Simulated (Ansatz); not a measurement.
**C2H10AlNSi: two geometries relaxed**

Are the two ends of the shift of H10 from C3 to Al4 separate minima, and which lies lower? Each is relaxed from a guess. SMILES of the start: NC[CH]([AlH2])[SiH3].

All numbers below are computed with Ansatz 0.2.0 (RKS B3LYP-D4/6-31G).

### 1 The starting structure

Bond lengths: N1–C2 1.441 Å, C2–C3 1.533 Å, C3–Al4 1.983 Å, C3–Si5 1.864 Å, N1–H6 1.053 Å, N1–H7 1.093 Å, C2–H8 1.109 Å, C2–H9 1.101 Å, C3–H10 1.149 Å, Al4–H11 1.674 Å, Al4–H12 1.552 Å, Si5–H13 1.495 Å, Si5–H14 1.423 Å, Si5–H15 1.474 Å. Angles (14 of 24 angles, heavy atoms first): N1–C2–C3 110.7°, C2–C3–Al4 112.2°, C2–C3–Si5 114.1°, Al4–C3–Si5 108.8°, N1–C2–H8 105.1°, N1–C2–H9 110.9°, C3–C2–H8 108.6°, C3–C2–H9 111.9°, C2–N1–H6 109.7°, C2–N1–H7 107.2°, C2–C3–H10 107.1°, Al4–C3–H10 104.6°, Si5–C3–H10 109.6°, C3–Al4–H11 115.7°.

Structure file:

```xyz
15

N     0.2077    1.3231    1.7104
C    -0.1906    0.0368    1.1962
C     0.4826   -0.2387   -0.1528
Al    0.3728   -2.1507   -0.6680
Si   -0.1708    0.8010   -1.5557
H    -0.1448    1.4366    2.6965
H    -0.3878    2.0779    1.1898
H     0.1858   -0.6986    1.9364
H    -1.2873   -0.0379    1.1309
H     1.6058   -0.0398   -0.0169
H    -1.1725   -2.7551   -0.8900
H     1.6048   -3.0816   -0.8238
H     0.0347    2.2576   -1.2879
H     0.4602    0.4514   -2.7828
H    -1.6224    0.5672   -1.6530
```

### 2 Relaxing end A

The input, input.yaml:

```yaml
crystal:
  periodic: [false, false, false]
  atoms:
    - { symbol: "N", position_ang: [0.2077, 1.3231, 1.7104] }
    - { symbol: C, position_ang: [-0.1906, 0.0368, 1.1962] }
    - { symbol: C, position_ang: [0.4826, -0.2387, -0.1528] }
    - { symbol: Al, position_ang: [0.3728, -2.1507, -0.668] }
    - { symbol: Si, position_ang: [-0.1708, 0.801, -1.5557] }
    - { symbol: H, position_ang: [-0.1448, 1.4366, 2.6965] }
    - { symbol: H, position_ang: [-0.3878, 2.0779, 1.1898] }
    - { symbol: H, position_ang: [0.1858, -0.6986, 1.9364] }
    - { symbol: H, position_ang: [-1.2873, -0.0379, 1.1309] }
    - { symbol: H, position_ang: [1.6058, -0.0398, -0.0169] }
    - { symbol: H, position_ang: [-1.1725, -2.7551, -0.89] }
    - { symbol: H, position_ang: [1.6048, -3.0816, -0.8238] }
    - { symbol: H, position_ang: [0.0347, 2.2576, -1.2879] }
    - { symbol: H, position_ang: [0.4602, 0.4514, -2.7828] }
    - { symbol: H, position_ang: [-1.6224, 0.5672, -1.653] }
basis:
  gaussian: { orbitals: "6-31G" }
hamiltonian:
  xc: b3lyp
  dispersion: d4
relax:
  f_tol: 0.02
  max_steps: 50
output:
  orbitals: {}
```

On the command line:

```
$ ansatz run input.yaml --threads 1 --pin off --max-ram 2048MiB --backend cpu --events-out ev --progress --plain --runs-dir out
```

Log (excerpt; [...] marks lines left out):

```text
Warning: RAYON_NUM_THREADS=1 ignored (pool sized by the plan → 1); use --threads N
[...]
Functional definition: B3LYP
[...]
1053 factors; integrals over basis functions are off by at most 1.7e-4 eV
[...]
mean field -18198.10429914 eV, -668.7679978754 hartree, gradient 1.2e-5 eV, S^2 0.000000; 0 other end points of the search recorded, 0 dependent functions left out
[...]
reference -18198.10459766 eV, -668.7680088456 hartree; 28, 28 occupied and 45, 45 virtual orbitals, 1053 factors
relax step   1: F+E_penalty+E_count = -18198.65987759 eV  Δ(F+E_penalty+E_count) = +0.000e0 eV  max|allowed force component| = 3.282e0 eV/Å  Δτ_max = 0.0000 Å  (25 SCF iters, accepted)
[...]
relax step   4: F+E_penalty+E_count = -18199.13385341 eV  Δ(F+E_penalty+E_count) = +7.962e-3 eV  max|allowed force component| = 4.195e-1 eV/Å  Δτ_max = 0.2000 Å  (27 SCF iters, rejected (line search))
[...]
relax step   7: F+E_penalty+E_count = -18199.17036460 eV  Δ(F+E_penalty+E_count) = -4.585e-3 eV  max|allowed force component| = 1.678e-1 eV/Å  Δτ_max = 0.1488 Å  (25 SCF iters, accepted)
[...]
relax step  10: F+E_penalty+E_count = -18199.15298216 eV  Δ(F+E_penalty+E_count) = +3.245e-2 eV  max|allowed force component| = 4.106e-1 eV/Å  Δτ_max = 0.1999 Å  (26 SCF iters, rejected (line search))
[...]
relax step  11: F+E_penalty+E_count = -18199.19074277 eV  Δ(F+E_penalty+E_count) = -5.314e-3 eV  max|allowed force component| = 3.875e-2 eV/Å  Δτ_max = 0.0998 Å  (24 SCF iters, accepted)
[...]
relax step  12: F+E_penalty+E_count = -18199.19276845 eV  Δ(F+E_penalty+E_count) = -2.026e-3 eV  max|allowed force component| = 4.549e-2 eV/Å  Δτ_max = 0.0976 Å  (24 SCF iters, accepted)
[...]
1053 factors; integrals over basis functions are off by at most 1.6e-4 eV
mean field -18198.64447542 eV, -668.7878489873 hartree, gradient 6.5e-5 eV, S^2 0.000000; 0 other end points of the search recorded, 0 dependent functions left out
[...]
reference -18198.64477715 eV, -668.7878600757 hartree; 28, 28 occupied and 45, 45 virtual orbitals, 1053 factors
```

### 3 More of the same log: end point A relaxed

The log, continued:

```text
relax step  13: F+E_penalty+E_count = -18199.19371054 eV  Δ(F+E_penalty+E_count) = -9.421e-4 eV  max|allowed force component| = 7.877e-2 eV/Å  Δτ_max = 0.1086 Å  (22 SCF iters, accepted)
these checks for a lower state are left out or cut short: starts, cluster_reference, orbital_swaps, neighbouring_geometries, increment
1053 factors; integrals over basis functions are off by at most 1.6e-4 eV
mean field -18198.64514129 eV, -668.7878734578 hartree, gradient 1.2e-5 eV, S^2 0.000000; 0 other end points of the search recorded, 0 dependent functions left out
the calculation of the forces begins
reference -18198.64544299 eV, -668.7878845450 hartree; 28, 28 occupied and 45, 45 virtual orbitals, 1053 factors
relax step  14: F+E_penalty+E_count = -18199.19454508 eV  Δ(F+E_penalty+E_count) = -8.345e-4 eV  max|allowed force component| = 5.221e-2 eV/Å  Δτ_max = 0.0358 Å  (23 SCF iters, accepted)
these checks for a lower state are left out or cut short: starts, cluster_reference, orbital_swaps, neighbouring_geometries, increment
1053 factors; integrals over basis functions are off by at most 1.6e-4 eV
mean field -18198.64576189 eV, -668.7878962641 hartree, gradient 6.1e-5 eV, S^2 0.000000; 0 other end points of the search recorded, 0 dependent functions left out
the calculation of the forces begins
reference -18198.64606347 eV, -668.7879073471 hartree; 28, 28 occupied and 45, 45 virtual orbitals, 1053 factors
relax step  15: F+E_penalty+E_count = -18199.19512084 eV  Δ(F+E_penalty+E_count) = -5.758e-4 eV  max|allowed force component| = 1.340e-1 eV/Å  Δτ_max = 0.0558 Å  (25 SCF iters, accepted)
these checks for a lower state are left out or cut short: starts, cluster_reference, orbital_swaps, neighbouring_geometries, increment
1053 factors; integrals over basis functions are off by at most 1.6e-4 eV
mean field evaluation 96: about -18198.6536 eV, gradient 8.2e-1 eV
mean field -18198.64734906 eV, -668.7879545917 hartree, gradient 6.8e-5 eV, S^2 0.000000; 0 other end points of the search recorded, 0 dependent functions left out
the calculation of the forces begins
reference -18198.64765048 eV, -668.7879656687 hartree; 28, 28 occupied and 45, 45 virtual orbitals, 1053 factors
relax step  16: F+E_penalty+E_count = -18199.19661500 eV  Δ(F+E_penalty+E_count) = -1.494e-3 eV  max|allowed force component| = 2.365e-2 eV/Å  Δτ_max = 0.0670 Å  (23 SCF iters, accepted)
these checks for a lower state are left out or cut short: starts, cluster_reference, orbital_swaps, neighbouring_geometries, increment
1053 factors; integrals over basis functions are off by at most 1.6e-4 eV
mean field -18198.64846577 eV, -668.7879956301 hartree, gradient 7.0e-5 eV, S^2 0.000000; 0 other end points of the search recorded, 0 dependent functions left out
the calculation of the forces begins
reference -18198.64876695 eV, -668.7880066983 hartree; 28, 28 occupied and 45, 45 virtual orbitals, 1053 factors
relax step  17: F+E_penalty+E_count = -18199.19739558 eV  Δ(F+E_penalty+E_count) = -7.806e-4 eV  max|allowed force component| = 5.665e-2 eV/Å  Δτ_max = 0.1089 Å  (22 SCF iters, accepted)
these checks for a lower state are left out or cut short: starts, cluster_reference, orbital_swaps, neighbouring_geometries, increment
1053 factors; integrals over basis functions are off by at most 1.6e-4 eV
mean field -18198.64887469 eV, -668.7880106577 hartree, gradient 1.0e-5 eV, S^2 0.000000; 0 other end points of the search recorded, 0 dependent functions left out
the calculation of the forces begins
reference -18198.64917575 eV, -668.7880217215 hartree; 28, 28 occupied and 45, 45 virtual orbitals, 1053 factors
relax step  18: F+E_penalty+E_count = -18199.19783065 eV  Δ(F+E_penalty+E_count) = -4.351e-4 eV  max|allowed force component| = 3.175e-2 eV/Å  Δτ_max = 0.0164 Å  (21 SCF iters, accepted)
these checks for a lower state are left out or cut short: starts, cluster_reference, orbital_swaps, neighbouring_geometries, increment
1053 factors; integrals over basis functions are off by at most 1.7e-4 eV
mean field -18198.64945333 eV, -668.7880319221 hartree, gradient 6.8e-5 eV, S^2 0.000000; 0 other end points of the search recorded, 0 dependent functions left out
the calculation of the forces begins
reference -18198.64975415 eV, -668.7880429773 hartree; 28, 28 occupied and 45, 45 virtual orbitals, 1053 factors
relax step  19: F+E_penalty+E_count = -18199.19849062 eV  Δ(F+E_penalty+E_count) = -6.600e-4 eV  max|allowed force component| = 2.783e-2 eV/Å  Δτ_max = 0.0600 Å  (23 SCF iters, accepted)
these checks for a lower state are left out or cut short: starts, cluster_reference, orbital_swaps, neighbouring_geometries, increment
1053 factors; integrals over basis functions are off by at most 1.7e-4 eV
mean field -18198.64991934 eV, -668.7880490480 hartree, gradient 6.9e-5 eV, S^2 0.000000; 0 other end points of the search recorded, 0 dependent functions left out
the calculation of the forces begins
reference -18198.65022033 eV, -668.7880601088 hartree; 28, 28 occupied and 45, 45 virtual orbitals, 1053 factors
relax step  20: F+E_penalty+E_count = -18199.19876281 eV  Δ(F+E_penalty+E_count) = -2.722e-4 eV  max|allowed force component| = 3.899e-2 eV/Å  Δτ_max = 0.0695 Å  (23 SCF iters, accepted)
these checks for a lower state are left out or cut short: starts, cluster_reference, orbital_swaps, neighbouring_geometries, increment
1053 factors; integrals over basis functions are off by at most 1.7e-4 eV
mean field -18198.64952635 eV, -668.7880346056 hartree, gradient 6.6e-5 eV, S^2 0.000000; 0 other end points of the search recorded, 0 dependent functions left out
the calculation of the forces begins
reference -18198.64982743 eV, -668.7880456702 hartree; 28, 28 occupied and 45, 45 virtual orbitals, 1053 factors
relax step  21: F+E_penalty+E_count = -18199.19849836 eV  Δ(F+E_penalty+E_count) = +2.645e-4 eV  max|allowed force component| = 5.903e-2 eV/Å  Δτ_max = 0.0450 Å  (23 SCF iters, rejected (line search))
these checks for a lower state are left out or cut short: starts, cluster_reference, orbital_swaps, neighbouring_geometries, increment
1053 factors; integrals over basis functions are off by at most 1.7e-4 eV
mean field evaluation 128: about -18198.6495 eV, gradient 2.7e-1 eV
mean field -18198.65002574 eV, -668.7880529580 hartree, gradient 1.2e-5 eV, S^2 0.000000; 0 other end points of the search recorded, 0 dependent functions left out
the calculation of the forces begins
reference -18198.65032672 eV, -668.7880640186 hartree; 28, 28 occupied and 45, 45 virtual orbitals, 1053 factors
relax step  22: F+E_penalty+E_count = -18199.19901028 eV  Δ(F+E_penalty+E_count) = -2.475e-4 eV  max|allowed force component| = 1.756e-2 eV/Å  Δτ_max = 0.0191 Å  (21 SCF iters, accepted)
1053 factors; integrals over basis functions are off by at most 1.7e-4 eV
mean field -18198.65002574 eV, -668.7880529580 hartree, gradient 1.2e-5 eV, S^2 0.000000; 1 other end points of the search recorded, 0 dependent functions left out
the calculation of the forces begins
reference -18198.65032672 eV, -668.7880640186 hartree; 28, 28 occupied and 45, 45 virtual orbitals, 1053 factors
Total energy: -18199.19931126 eV, -668.8082388283 hartree
Atom 0 at     0.054902     1.338773     1.744976 Å, force    -0.000110     0.012104     0.013598 eV/Å
Atom 1 at    -0.321759     0.029142     1.212444 Å, force    -0.004166    -0.005911    -0.007255 eV/Å
Atom 2 at     0.444544    -0.303509    -0.091324 Å, force     0.008221    -0.005783     0.011049 eV/Å
Atom 3 at     0.289349    -2.206109    -0.621816 Å, force     0.001843     0.006855    -0.004635 eV/Å
Atom 4 at    -0.045211     0.840190    -1.561385 Å, force    -0.010104     0.005427    -0.017563 eV/Å
Atom 5 at    -0.195858     1.507260     2.711346 Å, force     0.002809    -0.002917    -0.013714 eV/Å
Atom 6 at    -0.139741     2.131717     1.146477 Å, force    -0.000943    -0.002248     0.003171 eV/Å
Atom 7 at    -0.074793    -0.708676     1.987042 Å, force     0.001177    -0.000047     0.001245 eV/Å
Atom 8 at    -1.408723    -0.084145     1.024257 Å, force     0.002065     0.001007     0.000392 eV/Å
Atom 9 at     1.515904    -0.103393     0.085535 Å, force    -0.002665     0.000021    -0.000912 eV/Å
Atom 10 at    -0.670875    -3.183933     0.217801 Å, force    -0.004682    -0.007230     0.003422 eV/Å
Atom 11 at     1.122180    -2.774122    -1.871918 Å, force    -0.000048    -0.001299     0.000597 eV/Å
Atom 12 at     0.036597     2.306439    -1.221604 Å, force     0.001188    -0.010099    -0.005537 eV/Å
Atom 13 at     0.841083     0.591930    -2.750451 Å, force    -0.006296     0.007566     0.012558 eV/Å
Atom 14 at    -1.469400     0.567637    -1.982080 Å, force     0.011710     0.002553     0.003586 eV/Å
Dipole moment:    -0.139171     0.090133     0.204009 e Å
```

Wall time 3.6 min (1 thread of Arm Neoverse N1, shared host); peak memory 0.2 GiB.

Step by step:

| step | energy from step 1 (eV) | largest force component (eV/Å) |
| --- | --- | --- |
| 1 | 0.0000 | 3.2824 |
| 2 | -0.4036 | 1.2211 |
| 3 | -0.4819 | 0.3786 |
| 4x | -0.4740 | 0.4195 |
| 5 | -0.4998 | 0.1906 |
| 6 | -0.5059 | 0.0621 |
| 7 | -0.5105 | 0.1678 |
| 8 | -0.5137 | 0.2577 |
| 9 | -0.5256 | 0.1082 |
| 10x | -0.4931 | 0.4106 |
| 11 | -0.5309 | 0.0388 |
| 12 | -0.5329 | 0.0455 |
| 13 | -0.5338 | 0.0788 |
| 14 | -0.5347 | 0.0522 |
| 15 | -0.5352 | 0.1340 |
| 16 | -0.5367 | 0.0237 |
| 17 | -0.5375 | 0.0566 |
| 18 | -0.5380 | 0.0318 |
| 19 | -0.5386 | 0.0278 |
| 20 | -0.5389 | 0.0390 |
| 21x | -0.5386 | 0.0590 |
| 22 | -0.5391 | 0.0176 |

Step 1 is the start. 3 steps were tried and not accepted (marked x).

After: Bond lengths: N1–C2 1.463 Å, C2–C3 1.548 Å, C3–Al4 1.981 Å, C3–Si5 1.926 Å, N1–H6 1.012 Å, N1–H7 1.012 Å, C2–H8 1.098 Å, C2–H9 1.109 Å, C3–H10 1.104 Å, Al4–H11 1.607 Å, Al4–H12 1.606 Å, Si5–H13 1.507 Å, Si5–H14 1.504 Å, Si5–H15 1.510 Å. Angles (14 of 24 angles, heavy atoms first): N1–C2–C3 111.8°, C2–C3–Al4 113.1°, C2–C3–Si5 112.9°, Al4–C3–Si5 110.2°, N1–C2–H8 106.7°, N1–C2–H9 113.9°, C3–C2–H8 109.8°, C3–C2–H9 108.7°, C2–N1–H6 115.6°, C2–N1–H7 115.9°, C2–C3–H10 107.8°, Al4–C3–H10 107.0°, Si5–C3–H10 105.2°, C3–Al4–H11 119.4°.

### 4 End point B

The second end starts from a geometry with the move made by hand.

Changes to input.yaml since step 2:

```diff
@@ -12,3 +12,3 @@
     - { symbol: H, position_ang: [-1.2873, -0.0379, 1.1309] }
-    - { symbol: H, position_ang: [1.6058, -0.0398, -0.0169] }
+    - { symbol: H, position_ang: [1.81953, -1.69081, -0.92695] }
     - { symbol: H, position_ang: [-1.1725, -2.7551, -0.89] }
@@ -26,3 +26 @@
   max_steps: 50
-output:
-  orbitals: {}
```

On the command line:

```
$ ansatz run input.yaml --threads 1 --pin off --max-ram 2048MiB --backend cpu --events-out ev --progress --plain --runs-dir out
```

Log (excerpt; [...] marks lines left out):

```text
Warning: RAYON_NUM_THREADS=1 ignored (pool sized by the plan → 1); use --threads N
[...]
[... 1 set-up line as earlier in the session ...]
[...]
1053 factors; integrals over basis functions are off by at most 4.1e-4 eV
[...]
mean field -18192.31064256 eV, -668.5550849230 hartree, gradient 3.3e-5 eV, S^2 0.000000; 0 other end points of the search recorded, 0 dependent functions left out
[...]
reference -18192.31093933 eV, -668.5550958292 hartree; 28, 28 occupied and 45, 45 virtual orbitals, 1053 factors
relax step   1: F+E_penalty+E_count = -18192.87478254 eV  Δ(F+E_penalty+E_count) = +0.000e0 eV  max|allowed force component| = 4.449e0 eV/Å  Δτ_max = 0.0000 Å  (30 SCF iters, accepted)
[...]
relax step   5: F+E_penalty+E_count = -18196.91796976 eV  Δ(F+E_penalty+E_count) = -9.246e-1 eV  max|allowed force component| = 2.942e0 eV/Å  Δτ_max = 0.1966 Å  (28 SCF iters, accepted)
[...]
relax step   9: F+E_penalty+E_count = -18199.07653137 eV  Δ(F+E_penalty+E_count) = -1.810e-1 eV  max|allowed force component| = 5.790e-1 eV/Å  Δτ_max = 0.1948 Å  (24 SCF iters, accepted)
[...]
relax step  13: F+E_penalty+E_count = -18199.17671817 eV  Δ(F+E_penalty+E_count) = -1.479e-2 eV  max|allowed force component| = 9.121e-2 eV/Å  Δτ_max = 0.1724 Å  (23 SCF iters, accepted)
[...]
relax step  16: F+E_penalty+E_count = -18199.18936888 eV  Δ(F+E_penalty+E_count) = -8.989e-3 eV  max|allowed force component| = 1.212e-1 eV/Å  Δτ_max = 0.2000 Å  (27 SCF iters, accepted)
[...]
relax step  17: F+E_penalty+E_count = -18199.01981968 eV  Δ(F+E_penalty+E_count) = +1.695e-1 eV  max|allowed force component| = 8.956e-1 eV/Å  Δτ_max = 0.1742 Å  (26 SCF iters, rejected (line search))
```

### 5 More of the same log: end point B relaxed

The log, continued (excerpt; [...] marks lines left out):

```text
[...]
1053 factors; integrals over basis functions are off by at most 1.6e-4 eV
[...]
mean field -18198.64486862 eV, -668.7878634371 hartree, gradient 7.1e-5 eV, S^2 0.000000; 0 other end points of the search recorded, 0 dependent functions left out
[...]
reference -18198.64517084 eV, -668.7878745437 hartree; 28, 28 occupied and 45, 45 virtual orbitals, 1053 factors
relax step  18: F+E_penalty+E_count = -18199.19397945 eV  Δ(F+E_penalty+E_count) = -4.611e-3 eV  max|allowed force component| = 1.369e-1 eV/Å  Δτ_max = 0.0870 Å  (24 SCF iters, accepted)
[...]
relax step  20: F+E_penalty+E_count = -18199.19666588 eV  Δ(F+E_penalty+E_count) = -7.505e-4 eV  max|allowed force component| = 6.990e-2 eV/Å  Δτ_max = 0.0786 Å  (23 SCF iters, accepted)
[...]
Atom 5 at    -0.037316     1.409391     2.650733 Å, force    -0.000440    -0.000295    -0.000622 eV/Å
Atom 6 at    -0.000803     2.030183     1.084173 Å, force     0.000971    -0.002257     0.003989 eV/Å
Atom 7 at    -0.050286    -0.808324     1.931191 Å, force     0.000977     0.000677    -0.000498 eV/Å
Atom 8 at    -1.372910    -0.120532     0.996430 Å, force     0.001142     0.000235     0.000556 eV/Å
Atom 9 at     1.524913    -0.289399    -0.007918 Å, force    -0.000491    -0.000364    -0.001447 eV/Å
Atom 10 at    -0.803844    -3.258953     0.189950 Å, force    -0.000481    -0.003131    -0.002226 eV/Å
Atom 11 at     0.941235    -2.936728    -1.956790 Å, force    -0.001620    -0.002943     0.001226 eV/Å
Atom 12 at     0.111232     2.187394    -1.283734 Å, force     0.000091     0.002191     0.002425 eV/Å
Atom 13 at     0.844498     0.452573    -2.820392 Å, force     0.002674    -0.001957    -0.001169 eV/Å
Atom 14 at    -1.458270     0.504868    -2.035221 Å, force    -0.003811    -0.002970     0.001262 eV/Å
Dipole moment:    -0.130682     0.096147     0.209432 e Å
```

Wall time 4.6 min (1 thread of Arm Neoverse N1, shared host); peak memory 0.2 GiB.

The steps of the relaxation:

| step | energy from step 1 (eV) | largest force component (eV/Å) |
| --- | --- | --- |
| 1 | 0.0000 | 4.4486 |
| 2 | -1.5509 | 2.6061 |
| 3 | -2.3400 | 2.6938 |
| 4 | -3.1186 | 2.9179 |
| 5 | -4.0432 | 2.9425 |
| 6 | -5.0446 | 2.5039 |
| 7 | -5.6013 | 2.9383 |
| 8 | -6.0207 | 0.8502 |
| 9 | -6.2017 | 0.5790 |
| 10 | -6.2282 | 0.6413 |
| 11 | -6.2470 | 0.5111 |
| 12 | -6.2871 | 0.3868 |
| 13 | -6.3019 | 0.0912 |
| 14 | -6.3044 | 0.1779 |
| 15 | -6.3056 | 0.3268 |
| 16 | -6.3146 | 0.1212 |
| 17x | -6.1450 | 0.8956 |
| 18 | -6.3192 | 0.1369 |
| 19 | -6.3211 | 0.0625 |
| 20 | -6.3219 | 0.0699 |
| 21 | -6.3221 | 0.0647 |
| 22 | -6.3228 | 0.0698 |
| 23 | -6.3236 | 0.0157 |
| 24 | -6.3238 | 0.0216 |
| 25 | -6.3240 | 0.0373 |
| 26 | -6.3241 | 0.0249 |
| 27 | -6.3243 | 0.0127 |
| 28 | -6.3243 | 0.0080 |

Step 1 is the start. 1 step was tried and not accepted (marked x).

After: Bond lengths: N1–C2 1.463 Å, C2–C3 1.548 Å, C3–Al4 1.981 Å, C3–Si5 1.927 Å, N1–H6 1.012 Å, N1–H7 1.012 Å, C2–H8 1.098 Å, C2–H9 1.109 Å, C3–H10 1.104 Å, Al4–H11 1.608 Å, Al4–H12 1.606 Å, Si5–H13 1.507 Å, Si5–H14 1.503 Å, Si5–H15 1.509 Å. Angles (14 of 24 angles, heavy atoms first): N1–C2–C3 111.8°, C2–C3–Al4 113.2°, C2–C3–Si5 112.9°, Al4–C3–Si5 110.1°, N1–C2–H8 106.7°, N1–C2–H9 113.9°, C3–C2–H8 109.8°, C3–C2–H9 108.7°, C2–N1–H6 115.6°, C2–N1–H7 115.8°, C2–C3–H10 107.8°, Al4–C3–H10 107.1°, Si5–C3–H10 105.1°, C3–Al4–H11 119.4°.

Pairs that crossed the distance rule for bonds on the way: came closer C3–H10; moved apart Al4–H10.

### 6 Outcome

```
                           quantity                     value
                              end A  18 moves, 0.539 eV lower
                              end B  26 moves, 6.324 eV lower
largest difference between the ends                    0.03 Å
            end B relative to end A                 -0.000 eV
```

The two relaxations end at one structure, within 0.03 Å: no second minimum was found from this start, which doesn't rule one out. In so small a basis the energies are only a sketch.
